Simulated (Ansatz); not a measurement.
Working through vertical spin-state energies of CH₆AlClSSi, SMILES [SiH3][CH](Cl)[AlH][SH]

Program: the Ansatz DFT code, driven from Python.

The script reads `ch6alclssi.xyz`:
```text
11

Si   -1.26220   -0.28830    0.81770
C     0.54910   -0.31520    0.89480
Cl    1.04990   -2.00750    0.90890
Al    1.39950    0.60610   -0.70180
S     0.81900   -0.16290   -2.79250
H    -1.75080    1.17550    0.78680
H    -1.74360   -0.91480   -0.41410
H    -1.84280   -0.90180    1.97380
H     0.90260    0.21590    1.85950
H     2.27650    1.86720   -0.49020
H    -0.33170    0.66890   -2.82230
```

Run as a notebook:

In [1]:
```python
import ansatz as az
```

In [2]:
```python
mol = az.Crystal.molecule_from_extxyz("ch6alclssi.xyz")
```

In [3]:
```python
job = mol.calculation()
job = job.basis(gaussian="6-31G")
job = job.correlation("mp2")
found = {}
for unpaired in [0, 2]:
    r = job.spin("collinear", total=unpaired).run().report
    s = unpaired / 2
    found[unpaired] = r["free_energy_ev"]
    print(f"2S+1 = {unpaired + 1}: E = {found[unpaired]:.5f} eV, <S^2> = {abs(r['mean_field']['state']['spin_squared']):.3f} (pure state {s * (s + 1):.2f})")
lowest = min(found, key=found.get)
for unpaired, e in found.items():
    print(f"multiplicity {unpaired + 1}: {(e - found[lowest]):.3f} eV above the lowest")
```
```text
2S+1 = 1: E = -38893.57926 eV, <S^2> = 0.000 (pure state 0.00)
2S+1 = 3: E = -38889.20959 eV, <S^2> = 2.023 (pure state 2.00)
multiplicity 1: 0.000 eV above the lowest
multiplicity 3: 4.370 eV above the lowest
```

In order: multiplicity 1 (+0.00 eV) and multiplicity 3 (+4.37 eV), all at the one geometry.

Notes:
- The settings weren't tested for convergence.
- The geometry is a force-field or estimated start, not a minimum of this method, and the basis set is short of its limit. All parts are taken at fixed geometry, without zero-point energy.
- S² is that of the Hartree-Fock reference.
- It ran for 10 s on 1 thread of Arm Neoverse V2, with other jobs on the host, peak memory 0.29 GiB.
